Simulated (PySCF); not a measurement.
# C4H6BF: the cost of one run

Programs: PySCF 2.14.0, with density-fitted response routines of our own. Each step states its level of theory. These are calculated values for one molecule in the gas phase, unless marked as measured. Atoms are numbered from 0 throughout.

## 1. The molecule as given

12 atoms, charge 0, multiplicity 1; geometry from: PBE0-D3(BJ)/def2-SVP.

Bonds of the start (Å): C0–C1 1.31, C1–C2 1.31, C2–C3 1.50, C3–B4 1.57, B4–F5 1.33, C0–H6 1.10, C0–H7 1.10, C2–H8 1.10, C3–H9 1.11, C3–H10 1.10, B4–H11 1.21.

## 2. J couplings: LDA/pcJ-1

Job settings and geometry (Å):

```
{"job": {"kind": "j", "xc": "LDA", "basis": "pcJ-1"}, "charge": 0, "multiplicity": 1}
C     -2.648757    -0.129005     0.870322
C     -1.491826    -0.213418     0.264716
C     -0.331362    -0.298339    -0.338595
C      0.903502    -0.932153     0.234600
B      2.161427     0.000343     0.295996
F      3.186191    -0.355049     1.057163
H     -2.895715     0.723027     1.513178
H     -3.411820    -0.906879     0.753024
H     -0.246025     0.147383    -1.339457
H      1.222951    -1.780305    -0.409088
H      0.711219    -1.378580     1.223677
H      2.286860     1.023234    -0.343116
```

Method: LDA/pcJ-1 indirect spin-spin coupling, non-relativistic, gas phase.

Launch:

```bash
$ OMP_NUM_THREADS=1 python probes_run.py task.json out
```

The driver reads the jobs from task.json and runs them one after another.

Q: Estimate the wall time and peak memory of this first job on 1 thread of Intel Xeon Platinum 8259CL at 2.50GHz, shared host.

About 23 s, with a peak of 0.71 GiB.
